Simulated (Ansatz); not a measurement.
NaLa:

```
La Na
1.0
     3.60625    0.00000    0.00000
    -1.80313    3.12310    0.00000
     0.00000    0.00000    6.48378
La Na
1 1
Direct
  0.33333 0.66667 0.50000
  0.00000 0.00000 0.00000
```

The cell comes from a database or a generator and needn't be the stable form of this composition.

Base run:

- Program: Ansatz 0.2.0
- Functional: RPBE
- Potentials or basis: all-electron LAPW, scalar-relativistic
- Cutoff: 129 eV (chosen from the basis error)
- Basis error allowed: 0.001 eV/atom
- k mesh: 9 × 9 × 4
- Occupations: gaussian, width 0.05 eV
- Spin: no spin polarisation

Its results: band gap on the k mesh none (metal or under the smearing width); pressure 0.9 GPa.

The run is repeated on the same cell with these changes: functional from RPBE to PBE. What comes out?

Band gap on the k mesh none (metal or under the smearing width); pressure 0.0 GPa.

PBE binds more tightly than RPBE, so the same cell stands under less pressure.
